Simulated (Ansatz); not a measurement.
# CH3GeO+ (SMILES O=[C+][GeH3]): functionals against CCSD(T) at one geometry

The task here is to estimate one member of a computed series from the others.

Program: Ansatz 0.2.0, Gaussian basis. Level of theory: single points in def2-TZVPP. These are calculated values, not measurements.

Correlated methods freeze the cores. Filled d shells of the heavier atoms are correlated.

## Where the work starts

SMILES `O=[C+][GeH3]`, 6 atoms, charge 1, spin multiplicity 1.

Atoms are counted from 1 here; the program's logs count them from 0.

Bond lengths: O1–C2 1.290 Å, C2–Ge3 1.973 Å, Ge3–H5 1.268 Å, Ge3–H6 1.610 Å. Angles: O1–C2–Ge3 170.8°, C2–Ge3–H5 98.4°, C2–Ge3–H6 95.7°, H5–Ge3–H6 123.8°.

Geometry (Å):

| atom | x (Å) | y (Å) | z (Å) |
| --- | --- | --- | --- |
| O1 | 0.14100 | -2.36710 | 0.73640 |
| C2 | 0.19570 | -1.12240 | 0.40100 |
| Ge3 | 0.02180 | 0.72000 | -0.28400 |
| H4 | -1.49930 | 0.53590 | -1.01510 |
| H5 | 1.10350 | 0.77490 | -0.94310 |
| H6 | -0.18340 | 1.40670 | 1.15780 |

Set-up of the first run:

run/in.yaml

```yaml
crystal:
  periodic: [false, false, false]
  atoms:
    - {symbol: O, position_ang: [0.141000, -2.367100, 0.736400]}
    - {symbol: C, position_ang: [0.195700, -1.122400, 0.401000]}
    - {symbol: Ge, position_ang: [0.021800, 0.720000, -0.284000]}
    - {symbol: H, position_ang: [-1.499300, 0.535900, -1.015100]}
    - {symbol: H, position_ang: [1.103500, 0.774900, -0.943100]}
    - {symbol: H, position_ang: [-0.183400, 1.406700, 1.157800]}
basis:
  gaussian: {orbitals: def2-TZVPP}
total_charge: 1
correlation: {method: ccsd_t}
output: {forces: true}
```

The command line of these runs was not kept.

Steps of the session up to this table: CCSD(T)/def2-TZVPP; PBE0-D4/def2-TZVPP; wB97M-V/def2-TZVPP; r2SCAN-D4/def2-TZVPP; PBE-D4/def2-TZVPP; BHLYP-D4/def2-TZVPP; B97M-V/def2-TZVPP.

One of the session's tables, all rows but one given; the rest of the session is left out.

| method | RMS force component (eV/Å) | angle to CCSD(T) forces (°) |
| --- | --- | --- |
| CCSD(T) | 5.291 | reference |
| PBE0-D4 | 5.669 | 3.0 |
| wB97M-V | 5.796 | 3.4 |
| r2SCAN-D4 | 5.337 | 2.3 |
| PBE-D4 | 5.056 | 2.8 |
| BHLYP-D4 | 6.237 | 5.6 |
| B97M-V | ? | ? |

Estimate the missing values for B97M-V.

The run gave: RMS force component (eV/Å): 5.510; angle to CCSD(T) forces (°): 2.8. In the column «RMS force component (eV/Å)» it lies between r2SCAN-D4 (5.337) and PBE0-D4 (5.669).
